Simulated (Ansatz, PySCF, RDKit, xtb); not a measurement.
# C5H6OS: ranking a sample of isomers

A sample of isomers of C5H6OS is drawn. Aim: find which of them has the lowest free energy at 298.15 K, then its properties. The sample is small against all isomers, and the most stable one of this formula need not be in it.

Plan: many cheap relaxations first (GFN2-xTB), then density-functional screening, relaxation at PBE0-D3(BJ)/def2-SVP, vibrations (at GFN2-xTB) and a final energy. The numbers are computed, not measured.

**1. Candidates**

Isomers were taken from a list of plausible structures; this is a sample, not all of them. That gives 8 candidates.

```tsv
label	SMILES	spin
c252	O=C/C=C/C=C\S	singlet
c260	O=C/C=C\C=C\S	singlet
c282	O=C/C=C\C=C/S	singlet
c289	C=C/C=C(/S)C=O	singlet
c319	C=C(C=O)/C=C\S	singlet
c462	C=C(C=O)/C=C/S	singlet
c570	C=C/C=C(\S)C=O	singlet
c631	O=C/C=C/C=C/S	singlet
```

Candidates are built by distance geometry, with a force field where one applies, in up to four conformers (letters a to d).

**Question.** With final energies at CCSD(T)/def2-SVP + MP2/def2-TZVPP - MP2/def2-SVP, which structure will this search put lowest in free energy, and by what margin?

| quantity | value |
| --- | --- |
| lowest structure found | C=C/C=C(\S)C=O, singlet |
| next finalist | O=C/C=C/C=C/S, singlet, 2.2 kcal/mol higher in G |
| share at equilibrium, among the finalists | 96.8 % |
| dipole moment (PBE0/def2-SVPD) | 3.21 D |
| HOMO energy (PBE0/def2-SVPD) | -6.64 eV |
| LUMO energy (PBE0/def2-SVPD) | -2.52 eV |
| HOMO–LUMO gap (PBE0/def2-SVPD) | 4.12 eV |
| lowest excitation (TD-PBE0/def2-SVPD) | 3.66 eV (f = 0.263) |
| strongest of the states computed, same level | 5.35 eV (f = 0.313) |
| lowest triplet excitation, same level, Tamm-Dancoff | 2.15 eV |
| vertical ionisation energy | 8.43 eV |
| vertical electron affinity | 0.83 eV |
| vertical triplet less singlet | +2.20 eV |

The lowest structure found is `C=C/C=C(\S)C=O`. The margin, 2.2 kcal/mol, is modest. GFN2-xTB, r2SCAN-D4/def2-SVP, PBE0-D3(BJ)/def2-SVP and MP2/def2-SVP already put its bonding pattern lowest among the structures in one piece; HF/STO-3G favours the singlet O=C/C=C/C=C/S (c631b, not a finalist); HF/def2-SVP favours the singlet O=C/C=C/C=C/S. The search is not exhaustive (a finite list of starts, one conformer a finalist), so a lower isomer can't be ruled out. Only 8 drawn patterns were tried, so whole families of isomers are missing, and the result ranks this sample alone.
